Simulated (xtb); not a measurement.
# C2H6FGaSe (SMILES C[Se][Ga]([CH3])[F]) at GFN2-xTB

Wanted: a geometry optimisation of C2H6FGaSe. 

The results are computed with xtb 6.7.1.

1 further run of the same task is left out (set aside as unsound or not needed).

## 1. The structure to begin with

C2H6FGaSe: 11 atoms, total charge 0, spin state singlet. SMILES: `C[Se][Ga]([CH3])[F]`. All atoms were displaced at random from a relaxed shape. The run starts from this shape.

Bond lengths: C1–Se2 2.034 Å, Se2–Ga3 2.362 Å, Ga3–C4 2.182 Å, Ga3–F5 1.698 Å, C1–H6 1.134 Å, C1–H7 1.149 Å, C1–H8 1.060 Å, C4–H9 1.084 Å, C4–H10 1.179 Å, C4–H11 0.996 Å. Some angles: C1–Se2–Ga3 92.8°, Se2–Ga3–C4 132.4°, Se2–Ga3–F5 117.4°, C4–Ga3–F5 109.1°, Se2–C1–H6 106.2°, Se2–C1–H7 106.9°, Se2–C1–H8 119.7°, Ga3–C4–H9 107.7°, Ga3–C4–H10 110.0°, Ga3–C4–H11 108.8°.

## 2. A structure relaxation at GFN2-xTB

The input, .CHRG:

```
0
```

The input, .UHF:

```
0
```

The input, xcontrol:

```
$opt
   engine=rf
$end
```

The input, struc.tmol:

```
$coord
     -3.799615627001      0.873034572316     -0.860656866200  c
     -1.918827906945      3.936715257343      0.498112909190  se
      1.764286104473      1.569965567078      1.363078350954  ga
      2.945402726887     -2.228667402339      0.274444925079  c
      4.287599604163      3.148775052419      2.562317446903  f
     -5.756483720835      1.562841299588     -1.393068304552  h
     -2.826009830333      0.308951324115     -2.716840352113  h
     -3.903286002198     -0.797785678033      0.239749553431  h
      2.088582004720     -3.546826963310      1.586425081623  h
      2.269239822234     -2.670239705880     -1.801929448876  h
      4.825226686619     -2.317692400070      0.331136708818  h
$end
```

Command:

```console
$ xtb -I xcontrol --opt normal --gfn 2 -- struc.tmol > out.txt
```

**Question.** What will come out? Wanted: total energy at the end; dipole moment; HOMO energy; LUMO energy; HOMO–LUMO gap; dispersion energy; mean polarisability.

Computed results:

Level: GFN2-xTB.

| quantity | value |
| --- | --- |
| total energy at the end | -16.52959 Eh |
| dipole moment | 5.38 D |
| HOMO energy | -10.45 eV |
| LUMO energy | -7.43 eV |
| HOMO–LUMO gap | 3.02 eV |
| dispersion energy | -16.82 kJ/mol |
| mean polarisability (D4 model) | 91.0 bohr³ |

In words: At the final geometry: Bond lengths: C1–Se2 1.985 Å, Se2–Ga3 2.362 Å, Ga3–C4 2.052 Å, Ga3–F5 1.770 Å, C1–H6 1.086 Å, C1–H7 1.087 Å, C1–H8 1.088 Å, C4–H9 1.091 Å, C4–H10 1.090 Å, C4–H11 1.089 Å. Some angles: C1–Se2–Ga3 94.1°, Se2–Ga3–C4 131.9°, Se2–Ga3–F5 115.1°, C4–Ga3–F5 113.0°, Se2–C1–H6 107.0°, Se2–C1–H7 109.9°, Se2–C1–H8 109.8°, Ga3–C4–H9 110.4°, Ga3–C4–H10 111.4°, Ga3–C4–H11 107.4°. The optimisation took 9 steps and changed the energy by -0.552 eV.
